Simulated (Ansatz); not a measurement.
# PbO: the cost of one run

Computed with Ansatz 0.2.0 (DFT PBEsol, scalar-relativistic, plane waves, PAW, unless a step's input says otherwise).

1 further run of the same task is left out (set aside as unsound or not needed).

**1. The system as given**

It takes space group P4/nmm (No. 129, tetragonal). Conventional cell: a = 3.988 Å, b = 3.988 Å, c = 5.075 Å, α = 90.00°, β = 90.00°, γ = 90.00°. Pb (site symmetry 4mm) has 4 O at 2.32 Å as nearest neighbours. Around O (site symmetry -4m2) lie 4 Pb at 2.32 Å.

As a file:

```
Pb O
1.0
     3.98796    0.00000    0.00000
     0.00000    3.98796    0.00000
     0.00000    0.00000    5.07534
Pb O
2 2
Direct
  0.50000 0.00000 0.23334
  0.00000 0.50000 0.76666
  0.00000 0.00000 0.00000
  0.50000 0.50000 0.00000
```

This cell was relaxed beforehand with the same method: volume 20.18 Å³/atom, gap on the mesh 1.23 eV.

**2. The bulk's band edges**

Contents of input.yaml:

```yaml
crystal:
  lattice:
    - [3.9879609043, 0.0, 0.0]
    - [0.0, 3.9879609043, 0.0]
    - [0.0, 0.0, 5.0753363984]
  atoms:
    - { symbol: Pb, position: [0.5, 0.0, 0.2333400086] }
    - { symbol: Pb, position: [0.0, 0.5, 0.7666599914] }
    - { symbol: O, position: [0.0, 0.0, 0.0] }
    - { symbol: O, position: [0.5, 0.5, 0.0] }
basis:
  ecutwfc: 420
kpoints:
  mp_grid: { grid: [8, 8, 6] }
  band_path: { path: [VBM, CBM], npoints: 2 }
hamiltonian:
  xc: pbesol
scf:
  occupations: { method: gaussian, width: 0.02 }
output:
  forces: true
  stress: true
  eigenvalues: true
```

The run is started by

```console
$ ansatz run input.yaml --threads 2 --pin off --max-ram 5632MiB --backend cpu --events-out ev --progress --plain --runs-dir out
```

**Question.** How long does this run take on 2 threads of Arm Neoverse V1, shared host, and how much memory does it need?

About 8.2 s, with a peak of 0.39 GiB.
